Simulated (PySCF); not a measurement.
# C5H10BNO: electronic excitations

Wanted: the electronic excitations of C5H10BNO (`[BH3-][N+]#CCCCC=O`), by calculation.

Computed with PySCF 2.14.0, with density-fitted response routines of our own, on a single molecule in the gas phase. Atoms are numbered from 0 throughout.

**1. Starting geometry**

18 atoms, charge 0, multiplicity 1; geometry from: GFN2-xTB.

Bonds of the start (Å): B0–N1 1.46, N1–C2 1.15, C2–C3 1.44, C3–C4 1.54, C4–C5 1.53, C5–C6 1.50, C6–O7 1.20, B0–H8 1.19, B0–H9 1.19, B0–H10 1.19, C3–H11 1.09, C3–H12 1.09, C4–H13 1.09, C4–H14 1.09, C5–H15 1.09, C5–H16 1.09, C6–H17 1.11.

**2. Excited states and response: PBE0/def2-SVPD**

What the job is given:

```
{"job": {"kind": "uv", "xc": "PBE0", "basis": "def2-SVPD", "nstates": 8, "ntriplets": 3}, "charge": 0, "multiplicity": 1}
B      3.169011     0.927665    -0.797459
N      2.076411    -0.028483    -0.615995
C      1.199731    -0.761946    -0.483000
C      0.054548    -1.615218    -0.318067
C     -1.108242    -0.852176     0.332968
C     -1.532137     0.363098    -0.487389
C     -2.665484     1.110359     0.157364
O     -3.195045     0.810508     1.188344
H      2.817688     1.912739    -0.221764
H      3.262706     1.087845    -1.975974
H      4.136234     0.428660    -0.313257
H      0.333252    -2.469142     0.305946
H     -0.242821    -1.992625    -1.301928
H     -1.958762    -1.526858     0.442988
H     -0.818700    -0.520126     1.331330
H     -1.851054     0.071186    -1.492470
H     -0.698289     1.061235    -0.608410
H     -2.987805     1.999596    -0.419643
```

With the program's defaults for keys left out, this is: TDDFT PBE0/def2-SVPD, vertical, gas phase, core orbitals frozen in the response.

Launch:

```
OMP_NUM_THREADS=1 python probes_run.py task.json out
```

The driver reads the jobs from task.json and runs them one after another.

Predict these results of the whole session: lowest singlet (PBE0/def2-SVPD); brightest single state of those computed; lowest triplet; surface potential, 1st and 99th percentile.

The runs gave:

| quantity | value |
| --- | --- |
| lowest singlet (PBE0/def2-SVPD) | 4.41 eV (281 nm), f = 0.000 |
| brightest single state of those computed | state 8, 6.71 eV, f = 0.223 |
| lowest triplet | 3.75 eV |
| surface potential, 1st and 99th percentile | -1.46 V and 1.90 V |

The lowest singlet, at 4.41 eV, is HOMO−2→LUMO 0.98 and is dark; of the 8 states computed, the strongest absorption comes from state 8 at 6.71 eV (the last computed, so partners may be missing). The lowest triplet lies 0.65 eV below the lowest singlet (triplets in Tamm-Dancoff, singlets in full TDDFT). At PBE0/def2-SVPD, counted by nearest atom on the grid, the HOMO lies on H8 38 %; H9 25 %, the LUMO on C6 42 %; O7 31 %.
